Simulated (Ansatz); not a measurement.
**CHClGeNO radical: a ladder of functionals and wavefunction methods**

The task here is to estimate one member of a computed series from the others.

Program: Ansatz 0.2.0, Gaussian basis. Level of theory: functionals in def2-TZVPP, the program's frozen cores in correlated methods. These are calculated values, not measurements.

Plan: LDA (SPW92), PBE-D4, revPBE-D4, BLYP-D4, r2SCAN-D4, B97M-V, PBE0-D4, B3LYP-D4, r2SCANh-D4, r2SCAN0-D4, HSE06-D4, BHLYP-D4, CAM-B3LYP-D4, LC-ωPBE, ωB97X-V, ωB97M-V, B2PLYP, PBE-QIDH; CCSD(T)/def2-SVP; CCSD(T)/def2-TZVPP; MP2/def2-QZVPP; extrapolation to the limit; RPA on PBE.

## The relaxed structure

All runs share one geometry, relaxed beforehand with PBE0-D4 in a triple-zeta def2 set.

SMILES `O=C=[N][GeH][Cl]`, 6 atoms, charge 0, spin multiplicity 2.

Atoms are counted from 1 here; the program's logs count them from 0.

Bond lengths: O1–C2 1.162 Å, C2–N3 1.206 Å, N3–Ge4 1.830 Å, Ge4–Cl5 2.157 Å, Ge4–H6 1.549 Å. Angles: O1–C2–N3 176.3°, C2–N3–Ge4 138.6°, N3–Ge4–Cl5 107.6°, N3–Ge4–H6 105.4°, Cl5–Ge4–H6 108.2°.

Set-up of the first run:

Contents of in.yaml:

```yaml
crystal:
  periodic: [false, false, false]
  atoms:
    - {symbol: O, position_ang: [0.024123, -1.617134, -2.245077]}
    - {symbol: C, position_ang: [-0.242854, -1.020038, -1.284666]}
    - {symbol: N, position_ang: [-0.575178, -0.454349, -0.273027]}
    - {symbol: Ge, position_ang: [-0.153278, 1.067338, 0.651122]}
    - {symbol: Cl, position_ang: [1.946869, 0.976194, 1.132783]}
    - {symbol: H, position_ang: [-0.957683, 0.983889, 1.972665]}
basis:
  gaussian: {orbitals: def2-TZVPP}
magnetization: {spin_polarized: true, initial_magnetization: 1}
hamiltonian: {xc: lda}
output: {orbitals: {seedname: orbitals}}
```

Steps of the session up to this table: LDA; PBE-D4 (GGA); revPBE-D4 (GGA); BLYP-D4 (GGA); r2SCAN-D4 (meta-GGA); B97M-V (meta-GGA); PBE0-D4 (hybrid); B3LYP-D4 (hybrid); r2SCANh-D4 (hybrid); r2SCAN0-D4 (hybrid); HSE06-D4 (hybrid); BHLYP-D4 (hybrid); CAM-B3LYP-D4 (range-separated); LC-ωPBE-D4 (range-separated; the results give it without D4); ωB97X-V (range-separated); ωB97M-V (range-separated); B2PLYP (double hybrid); PBE-QIDH (double hybrid).

One table of the session follows, with a row left open; its other results are not shown here.

It belongs to the step «Frontier levels by functional». 

```
  functional  HOMO (eV)  LUMO (eV)  gap (eV)
 LDA (SPW92)      -5.87      -5.06      0.82
      PBE-D4      -5.81      -4.69      1.12
   revPBE-D4      -5.78      -4.56      1.22
     BLYP-D4          ?          ?         ?
   r2SCAN-D4      -6.21      -4.39      1.82
      B97M-V      -6.06      -4.76      1.29
     PBE0-D4      -7.02      -3.85      3.17
    B3LYP-D4      -6.75      -4.24      2.51
  r2SCANh-D4      -6.65      -4.08      2.57
  r2SCAN0-D4      -7.31      -3.61      3.69
    HSE06-D4      -6.63      -4.22      2.41
    BHLYP-D4      -8.05      -3.06      4.99
CAM-B3LYP-D4      -8.26      -2.97      5.28
     LC-ωPBE      -9.64      -1.57      8.07
     ωB97X-V      -9.15      -1.99      7.17
     ωB97M-V      -8.98      -2.04      6.95
```

Estimate the missing values for BLYP-D4.

Worked estimate for «HOMO (eV)». Against the share of exact exchange, B3LYP-D4 (0.2, -6.75), BHLYP-D4 (0.5, -8.05) give a slope of -4.33 per unit share; at 0 the line stands at -5.88.

As computed: HOMO (eV): -5.64; LUMO (eV): -4.71; gap (eV): 0.93. In «HOMO (eV)» the line misses by -0.24.
